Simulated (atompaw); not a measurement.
# Mercury: generating and testing a PAW (atompaw) potential

Do these settings give a usable potential? It is generated, then checked for scattering, ghosts and hardness.

Method: atompaw 4.2.0.5, PBE, scalar-relativistic.

**1. The atom and the settings**

The settings as typed:

```
element                 : mercury (Hg, Z = 80)
type                    : PAW
frozen core             : [Kr] 4d10 4f14 5s2
valence charge          : 18
reference configuration : 5p6 5d10 6s2 6p0
partial waves           : 6s (bound): rc 2.45 bohr; 6s channel at 0.9 Ry: rc 2.45 bohr; 5p (bound): rc 1.20 bohr; 6p (bound, empty): rc 2.45 bohr; 5d (bound): rc 2.45 bohr; 5d channel at 4.4 Ry: rc 2.45 bohr
local potential         : ultrasoft scheme with l = 3 at 0 Ry, radius 1.75 bohr
core correction         : smooth core density matched at 1.55 bohr
augmentation charge     : besselshape compensation charge, radius 2.15 bohr; PAW radius 2.45 bohr; waves and projectors: custom polynom2 7 10 vanderbiltortho
```

**2. The generation run**

Hg.input

```
Hg 80
GGA-PBE scalarrelativistic loggrid 2001 logderivrange -7 5 301
6 6 5 4 0 0
6 1 0
0 0 0
c
c
c
c
c
v
c
c
c
v
v
c
c
v
c
2
2.45 2.15 1.75 1.55
y
0.9
n
n
y
4.4
n
custom polynom2 7 10 vanderbiltortho besselshape
3 0 ultrasoft
2.45
2.45
1.20
2.45
2.45
2.45
PWSCFOUT
UPFDX 0.0125d0 UPFXMIN -7.d0 UPFZMESH 80.d0
END
```

Launch:

```sh
$ atompaw < Hg.input > Hg.log
```

**Question.** What will these runs give? Wanted: cutoffs for 10 and 1 mRy, occupied levels; bound ghosts; largest phase difference near zero energy, channels read; lowest eigenvalue of the overlap; share of valence orbitals outside the PAW sphere; UPF file.

The runs gave:

| quantity | value |
| --- | --- |
| cutoffs for 10 and 1 mRy, occupied levels | 200 Ry and over 300 Ry |
| bound ghosts | s at -15.41 eV |
| largest phase difference near zero energy, channels read | 0.054 rad |
| lowest eigenvalue of the overlap (Bessel basis) | 0.448 (s) |
| share of valence orbitals outside the PAW sphere | 6s 54 %, 5p 0 %, 6p 89 %, 5d 8 % |
| UPF file | written |

**Reading.** It has a bound ghost (s), a state that the atom doesn't have, and that rules the file out. By its cutoff, 200 Ry for the looser tolerance, it is very hard. The tighter tolerance needs over 300 Ry, and converged work needs a cutoff nearer that. The slowest occupied level is 5p: taken alone it needs 230 Ry to come within 1 mRy, against 40 Ry for 5d. Near zero energy the largest phase difference among the channels read is 0.05 rad, in the d channel. The pseudo curves have a pole with no partner nearby in the atom's: s at -1.14 Ry.
